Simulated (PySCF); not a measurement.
# C4H12B2Cl2N2: the cost of one run

Computed with PySCF 2.14.0, with density-fitted response routines of our own, on a single molecule in the gas phase. Atoms are numbered from 0 throughout.

**1. The starting structure**

22 atoms, charge 0, multiplicity 1; geometry from: GFN2-xTB.

Bonds of the start (Å): C0–N1 1.45, N1–C2 1.45, N1–B3 1.39, B3–Cl4 1.77, B3–B5 1.69, B5–Cl6 1.77, B5–N7 1.39, N7–C8 1.45, N7–C9 1.45, C0–H10 1.09, C0–H11 1.09, C0–H12 1.09, C2–H13 1.09, C2–H14 1.09, C2–H15 1.09, C8–H16 1.09, C8–H17 1.09, C8–H18 1.09, C9–H19 1.09, C9–H20 1.09, C9–H21 1.09.

**2. Optimising the geometry at PBE0-D3(BJ)/def2-SVP**

What the job is given:

```
{"job": {"xc": "PBE0", "basis": "def2-SVP", "d3": "d3bj", "grid": 1, "kind": "geom"}, "charge": 0, "multiplicity": 1}
C     -1.810870     1.642550     1.049570
N     -1.819590     0.740360    -0.083190
C     -3.084230     0.797930    -0.788240
B     -0.734790    -0.055600    -0.418990
Cl    -0.916880    -1.085380    -1.845680
B      0.713570    -0.126350     0.439790
Cl     0.693910    -0.826250     2.064230
N      1.941750     0.306970    -0.036540
C      3.204270     0.231220     0.670580
C      2.108830     0.911970    -1.341620
H     -1.935880     2.675270     0.711770
H     -0.872700     1.559190     1.590130
H     -2.632470     1.401250     1.728810
H     -3.062390     0.131440    -1.645750
H     -3.275650     1.817870    -1.132660
H     -3.899550     0.498550    -0.124390
H      3.053850    -0.204700     1.654120
H      3.631310     1.231370     0.784050
H      3.912710    -0.385710     0.111490
H      1.162540     0.925730    -1.874230
H      2.473960     1.937860    -1.239170
H      2.836190     0.345260    -1.928480
```

Q: Estimate the wall time of this first job on 8 threads of Intel Xeon at 2.50GHz (Skylake/Cascade Lake), shared host.

About 6.3 min.
